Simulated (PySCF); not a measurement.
# One shape, several levels: singlet [GaH2O2]+

We compute a comparison of 6 runs (HF/STO-3G, HF/3-21G, BLYP/def2-SVPD, M06-L/def2-SVPD, wB97M-V/def2-SVPD, CCSD(T)/def2-SVPD) of singlet [GaH2O2]+. The job is set up through a Python script.

The results are computed with PySCF 2.14.0.

6 further runs of the same task are left out: 6 set aside as unsound or not needed.

**1. The molecule**

[GaH2O2]+ has 5 atoms, charge +1, and is taken as a singlet. SMILES of the parent species: `[OH][Ga][OH]`. Geometry: relaxed at PBE0-D4/def2-TZVP. This is one conformer, not always the lowest. That shape belongs to the parent species and isn't relaxed for this state.

Bond lengths: O1–Ga2 1.804 Å, Ga2–O3 1.795 Å, O1–H4 0.960 Å, O3–H5 0.963 Å. Angles: O1–Ga2–O3 114.9°, Ga2–O1–H4 114.9°, Ga2–O3–H5 111.1°.

**2. A single-point energy at HF/STO-3G (run 1)**

Contents of job.py:

```python
from pyscf import gto, scf

mol = gto.M(
    atom='''
O       -0.370600       0.021600      -1.274400
Ga      -0.311700      -0.753800       0.353600
O        0.618200       0.154900       1.591100
H       -0.867400      -0.464600      -1.936500
H        0.981500       0.968200       1.224700
''',
    max_memory=1860,
    basis='sto-3g',
    spin=0,
    verbose=4,
    charge=1,
)

calc0 = scf.RHF(mol)
calc0.conv_tol = 1e-10
calc0.kernel()
if not calc0.converged:
    calc0 = calc0.newton().run(calc0.mo_coeff, calc0.mo_occ)

energy = calc0.e_tot
print('E(%s) = %.9f' % ('HF', energy))
```

Launch:

```console
$ OMP_NUM_THREADS=1 python job.py
```

The program printed:

```text
PySCF version 2.14.0

[... 75 lines left out ...]
converged SCF energy = -2049.49480019503
E(HF) = -2049.494800195
```

It took 0.81 s on 1 thread of Intel Xeon at 2.70GHz, shared host; peak memory 0.1 GiB.

**3. A single-point energy at HF/3-21G (run 2)**

Contents of calc.py:

```python
from pyscf import gto

molecule = gto.M(
    atom='''
O     -0.370600     0.021600    -1.274400
Ga    -0.311700    -0.753800     0.353600
O      0.618200     0.154900     1.591100
H     -0.867400    -0.464600    -1.936500
H      0.981500     0.968200     1.224700
''',
    charge=1,
    basis='3-21g',
    verbose=4,
    max_memory=1860,
)

mf = molecule.RHF()
mf.conv_tol = 1e-10
mf.kernel()
if not mf.converged:
    mf = mf.newton().run(mf.mo_coeff, mf.mo_occ)

energy = mf.e_tot
print('E(%s) = %.9f' % ('HF', energy))
```

Launch:

```console
$ OMP_NUM_THREADS=1 python calc.py
```

The program printed:

```text
PySCF version 2.14.0

[... 63 lines left out ...]
converged SCF energy = -2063.63201364958
E(HF) = -2063.632013650
```

Run time: 1.1 s. Hardware: 1 thread of Intel Xeon at 2.70GHz, shared host; peak memory 0.12 GiB.

Runs 3 to 4 aren't shown in full; the table further down has their settings and results.

**4. The energy at wB97M-V/def2-SVPD (run 5)**

Contents of input.py:

```python
from pyscf import gto, dft

mol = gto.M(
    atom='''
O   -0.370600   0.021600  -1.274400
Ga  -0.311700  -0.753800   0.353600
O    0.618200   0.154900   1.591100
H   -0.867400  -0.464600  -1.936500
H    0.981500   0.968200   1.224700
''',
    max_memory=1860,
    verbose=3,
    charge=1,
    basis='def2-svpd',
)

mf = dft.RKS(mol)
mf.xc = 'wb97m-v'
mf.grids.level = 5
mf.nlcgrids.level = 1
mf.conv_tol = 1e-10
mf.kernel()
if not mf.converged:
    mf = mf.newton().run(mf.mo_coeff, mf.mo_occ)

e_tot = mf.e_tot
print(f'total energy: {e_tot:.8f} hartree')
```

Launch:

```console
$ OMP_NUM_THREADS=1 python input.py
```

The program printed:

```text
converged SCF energy = -2075.69745085115
total energy: -2075.69745085 hartree
```

It took 81 s on 1 thread of Intel Xeon at 2.70GHz, shared host; peak memory 0.54 GiB.

**5. A single-point energy at CCSD(T)/def2-SVPD (run 6)**

Contents of job.py:

```python
from pyscf import gto, cc

mol = gto.M(
    atom=[
    ('O', (-0.370600, 0.021600, -1.274400)),
    ('Ga', (-0.311700, -0.753800, 0.353600)),
    ('O', (0.618200, 0.154900, 1.591100)),
    ('H', (-0.867400, -0.464600, -1.936500)),
    ('H', (0.981500, 0.968200, 1.224700)),
],
    basis='def2-svpd',
    spin=0,
    charge=1,
    verbose=3,
    max_memory=1860,
)

mf = mol.RHF()
mf.conv_tol = 1e-10
mf.kernel()
if not mf.converged:
    mf = mf.newton().run(mf.mo_coeff, mf.mo_occ)

mycc = cc.CCSD(mf, frozen=11)
mycc.kernel()
e_t = mycc.ccsd_t()
etot = mycc.e_tot + e_t
print('E(%s) = %.9f' % ('CCSD(T)', etot))
```

Launch:

```console
$ OMP_NUM_THREADS=1 python job.py
```

The program printed:

```text
converged SCF energy = -2073.49018685749
E(CCSD) = -2074.087256229669  E_corr = -0.5970693721750708
CCSD(T) correction = -0.0211433659271606
E(CCSD(T)) = -2074.108399596
```

Run time: 41 s. Hardware: 1 thread of Intel Xeon at 2.70GHz, shared host; peak memory 0.61 GiB.

**6. Overview of the runs**

| run | level | integration grid | nlc grid | energy (Eh) | HOMO energy (eV) | LUMO energy (eV) | HOMO–LUMO gap (eV) | wall time |
| --- | --- | --- | --- | --- | --- | --- | --- | --- |
| 1 | HF/STO-3G | – | – | -2049.494800 | -16.67 | -5.28 | 11.39 | 0.81 s |
| 2 | HF/3-21G | – | – | -2063.632014 | -18.74 | -7.90 | 10.84 | 1.1 s |
| 3 | BLYP/def2-SVPD | 5 | – | -2075.907236 | -13.66 | -12.32 | 1.34 | 25 s |
| 4 | M06-L/def2-SVPD | 5 | – | -2075.774226 | -13.97 | -12.18 | 1.79 | 36 s |
| 5 | wB97M-V/def2-SVPD | 5 | 1 | -2075.697451 | -17.79 | -9.44 | 8.35 | 81 s |
| 6 | CCSD(T)/def2-SVPD | – | – | -2074.108400 | -19.47 | -8.27 | 11.20 | 41 s |

**7. Outcome**

| quantity | value |
| --- | --- |
| run 6: total energy | -2074.10840 Eh |
| run 6: HOMO energy (Hartree–Fock orbitals) | -19.47 eV |
| run 6: LUMO energy (Hartree–Fock orbitals) | -8.27 eV |
| run 6: HOMO–LUMO gap (Hartree–Fock orbitals) | 11.20 eV |
| run 6: correlation energy (11 core orbitals frozen) | -618.2 mEh |
| run 6: (T) correction | -21.14 mEh |
| run 6: T1 diagnostic | 0.022 |

In words: Over runs 1, 2, 3, 4, 5 the HOMO–LUMO gap runs from 1.34 eV (BLYP/def2-SVPD) to 11.39 eV (HF/STO-3G). The two ends differ in method and basis. Totals of different functionals can't be ranked against each other. In run 1 the basis is minimal, so the values are rough. All runs together took 3.1 min, the longest 81 s.
